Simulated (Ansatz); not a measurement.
# C2H5BF2: a ladder of functionals and wavefunction methods

An exercise on one series of results from a longer session: the logs are not shown, and one member is left open.

Program: Ansatz 0.2.0, Gaussian basis. Level of theory: functionals in def2-TZVPP, the program's frozen cores in correlated methods. These are calculated values, not measurements.

The runs, in order: PBE-D4, r2SCAN-D4, PBE0-D4, B3LYP-D4, ωB97X-V, ωB97M-V, B2PLYP; CCSD(T)/def2-TZVPP; MP2/def2-QZVPP; extrapolation to the limit.

### Structure used throughout

All runs share one geometry, relaxed beforehand with PBE0-D4 in a triple-zeta def2 set.

10 atoms, charge 0, spin multiplicity 1.

Atoms are counted from 1 here; the program's logs count them from 0.

Bond lengths: C1–C2 1.517 Å, C1–H6 1.091 Å, C1–H7 1.092 Å, C1–H8 1.092 Å, C2–F3 1.396 Å, C2–B4 1.573 Å, C2–H9 1.101 Å, B4–F5 1.323 Å, B4–H10 1.197 Å. Angles: C2–C1–H6 110.3°, C2–C1–H7 111.1°, C2–C1–H8 110.0°, H6–C1–H7 108.3°, H6–C1–H8 108.6°, H7–C1–H8 108.5°, C1–C2–F3 109.2°, C1–C2–B4 113.0°, C1–C2–H9 108.8°, F3–C2–B4 110.4°, F3–C2–H9 106.6°, B4–C2–H9 108.7°, C2–B4–F5 117.6°, C2–B4–H10 124.2°, F5–B4–H10 118.2°.

Set-up of the first run:

File in.yaml:

```yaml
crystal:
  periodic: [false, false, false]
  atoms:
    - {symbol: C, position_ang: [-0.717763, -0.107348, 0.930594]}
    - {symbol: C, position_ang: [0.330602, 0.497110, 0.015039]}
    - {symbol: F, position_ang: [1.503778, 0.710411, 0.740155]}
    - {symbol: B, position_ang: [0.623327, -0.386369, -1.252675]}
    - {symbol: F, position_ang: [-0.376642, -0.607496, -2.090430]}
    - {symbol: H, position_ang: [-0.894762, 0.546737, 1.786235]}
    - {symbol: H, position_ang: [-0.397651, -1.082420, 1.304345]}
    - {symbol: H, position_ang: [-1.658035, -0.235524, 0.389820]}
    - {symbol: H, position_ang: [-0.017721, 1.486603, -0.318240]}
    - {symbol: H, position_ang: [1.687869, -0.872906, -1.502144]}
basis:
  gaussian: {orbitals: def2-TZVPP}
hamiltonian: {xc: pbe, dispersion: d4}
output: {forces: true, orbitals: {seedname: orbitals}}
```

Run with:

```console
ansatz run in.yaml --threads 4 --pin off --events-out ev --progress --plain --max-ram 10444MiB
```

Steps of the session up to this table: PBE-D4 (GGA); r2SCAN-D4 (meta-GGA); PBE0-D4 (hybrid); B3LYP-D4 (hybrid); ωB97X-V (range-separated); ωB97M-V (range-separated); B2PLYP (double hybrid); CCSD(T) in def2-TZVPP; MP2 in def2-QZVPP.

One table of the session follows, with a row left open; its other results are not shown here.

It belongs to the step «Atomisation energies». 

| method | atomisation energy (kJ/mol) |
| --- | --- |
| PBE-D4 | 4070.0 |
| r2SCAN-D4 | ? |
| PBE0-D4 | 3994.6 |
| B3LYP-D4 | 3979.7 |
| ωB97X-V | 3983.6 |
| ωB97M-V | 3992.1 |
| B2PLYP | 3948.8 |
| HF/def2-TZVPP | 3011.0 |
| MP2/def2-TZVPP | 3969.9 |
| CCSD/def2-TZVPP | 3829.9 |
| CCSD(T)/def2-TZVPP | 3881.2 |
| MP2/CBS | 4057.3 |
| CCSD(T)/CBS | 3968.6 |

Q: Estimate the row for r2SCAN-D4 from the others.

As computed: atomisation energy (kJ/mol): 3996.9. In the column «atomisation energy (kJ/mol)» it lies between PBE0-D4 (3994.6) and MP2/CBS (4057.3).

Caveats from the session: Free atoms (2 C, 2 F, 1 B, 5 H) were run apart at each level; the atomisation energy is their sum less the molecule, without zero-point or spin-orbit terms.
